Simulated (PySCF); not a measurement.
# A diatomic session: NaCd

The task here is to estimate one member of a computed series from the others.

Computed with PySCF 2.14.0. Level: Na cc-pVDZ, Cd cc-pVDZ-PP with ECP28, scalar-relativistic core potentials.

The first run:

The job is set up so:

```yaml
atoms: Na, Cd
charge: 0
basis: Na cc-pVDZ, Cd cc-pVDZ-PP with ECP28
Hamiltonian: scalar-relativistic core potentials
basis_functions: 56
electrons_treated: 31
masses_in_u: 22.9898, 113.9034
levels: PBE0, PBE, r²SCAN, PW91, PBEsol, B3LYP, HF, MP2, SCS-MP2
grid: 80 radial by 434 angular points
occupations: held fixed by the projection of orbital angular momentum
dissociation_limit: Na + Cd, each in its ground configuration
starting_distance_in_angstrom: 2.975
values_of_2S_to_try: 1, 3
```

Launch:

```
OMP_NUM_THREADS=1 python dia.py task.json out
```

Among the steps run: The job; PBE0 along the bond; Other states along the same grid; PBE (GGA); r²SCAN; PW91 (GGA); PBEsol; B3LYP; UHF (mean field).

One of the session's tables, all rows but one given; the rest of the session is left out.

| level | Re (Å) | ωe (cm⁻¹) | De (eV) | μ (D) |
| --- | --- | --- | --- | --- |
| UHF-MP2 | 4.111 | 28.9 | 0.035 | n/a |
| PBE | 3.355 | 80.8 | 0.169 | -0.80 |
| PBEsol | 3.284 | 88.3 | 0.214 | -0.98 |
| PW91 | ? | ? | ? | ? |
| r²SCAN | 3.323 | 86.3 | 0.207 | -1.33 |
| B3LYP | 3.424 | 69.2 | 0.099 | -0.72 |
| PBE0 | 3.400 | 75.4 | 0.139 | -0.77 |

Q: Estimate the row for PW91 from the others.

As computed: Re (Å): 3.327; ωe (cm⁻¹): 84.2; De (eV): 0.182; μ (D): -0.84. In the column «Re (Å)» it lies between r²SCAN (3.323) and PBE (3.355).

De is counted to Na + Cd in their ground configurations. No constants: UHF (no minimum is bracketed among the points kept); UHF-SCS-MP2 (no minimum is bracketed among the points kept).

Caveats from the session: The bond is weak, and basis-set superposition, which was not computed, may be a sizeable part of it.
